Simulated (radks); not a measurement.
**Xe³⁺ in [Kr] 4d10 5s2 5p3: an all-electron calculation**

An exercise on one series of results from a longer session: the logs are not shown, and one member is left open.

The numbers are computed with radks (a radial shooting solver on a logarithmic mesh, Libxc functionals) version 1 (scalar-relativistic Kohn-Sham, BLYP, spin-unpolarised, spherical densities, finite nucleus), except any that are marked as measured or tabulated.

## Starting point

```
element            : xenon (Z = 54)
charge             : +3
electrons          : 51
configuration      : [Kr] 4d10 5s2 5p3
nuclear rms radius : 4.7859 fm
```

Outer shells as boxes (Hund's rule):

Xe³⁺
```
[Kr] core
4d [↑↓][↑↓][↑↓][↑↓][↑↓]
5s [↑↓]
5p [↑ ][↑ ][↑ ]
```

The first run:

Settings of this run:

```text
Z 54
configuration [Kr] 4d10 5s2 5p3
relativity scalar-relativistic
functional b88,lyp
spin unpolarised
nucleus finite rms 4.7859 fm
c 137.035999084
```

Command:

```
$ python run_ks.py task.json out
```

This one command runs every case of the session in turn.

One of the session's tables, all rows but one given; the rest of the session is left out.

It belongs to the step «Orbitals and density». Radial moments (bohr):

```
level      <r>  outermost maximum (interpolated)  90 % within  nodes
   1s  0.02666                            0.0172       0.0480      0
   2s   0.1146                            0.0970        0.177      1
   2p   0.1003                            0.0778        0.163      0
   3s   0.3064                             0.279        0.450      2
   3p   0.3044                             0.273        0.457      1
   3d   0.2809                             0.226        0.441      0
   4s   0.7162                             0.661         1.03      3
   4p   0.7641                             0.693         1.12      2
   4d   0.8728                             0.747         1.32      1
   5s        ?                                 ?            ?      ?
   5p    2.014                              1.79         2.91      3
```

**Question.** Estimate the row for 5s.

The run gave: <r>: 1.746; outermost maximum (interpolated): 1.58; 90 % within: 2.50; nodes: 4. In the column «<r>» it lies between 4d (0.8728) and 5p (2.014).

Limits of these values: Spin polarisation and multiplet splitting are left out.
